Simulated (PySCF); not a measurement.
# C7H8O2 (3-hydroxybenzyl alcohol): the cost of one run

Programs: PySCF 2.14.0, with routines of our own; each step states its level. All values are computed. Atoms count from 0.

### 1 The system as given

17 atoms, charge 0, multiplicity 1; geometry from: GFN2-xTB.

### 2 Geometry optimisation at PBE0-D3(BJ)/def2-SVP

Job settings and geometry (Å):

```
{"job": {"xc": "PBE0", "basis": "def2-SVP", "d3": "d3bj", "grid": 2, "kind": "geom"}, "charge": 0, "multiplicity": 1}
O     -2.956627    -0.103922     0.655132
C     -2.158949    -0.499200    -0.443036
C     -0.717989    -0.085718    -0.275278
C     -0.369956     1.258664    -0.348656
C      0.941253     1.647380    -0.150585
C      1.917995     0.706166     0.125397
C      1.576849    -0.637846     0.206204
O      2.494545    -1.604727     0.479433
C      0.256090    -1.028130     0.008072
H     -2.568411    -0.463343     1.460659
H     -2.224666    -1.586535    -0.591834
H     -2.600313    -0.000926    -1.310159
H     -1.133695     1.991398    -0.558051
H      1.210123     2.691359    -0.213242
H      2.944918     1.011919     0.278615
H      3.365505    -1.206108     0.594871
H      0.016328    -2.078402     0.072548
```

The run is started by

```console
> OMP_NUM_THREADS=1 python excited_run.py task.json out
```

This one command runs all jobs of the session in turn.

**Question.** How long does this first job take on 1 thread of Arm Neoverse V2, shared host, and how much memory does it need?

About 2.3 min, with a peak of 0.77 GiB.
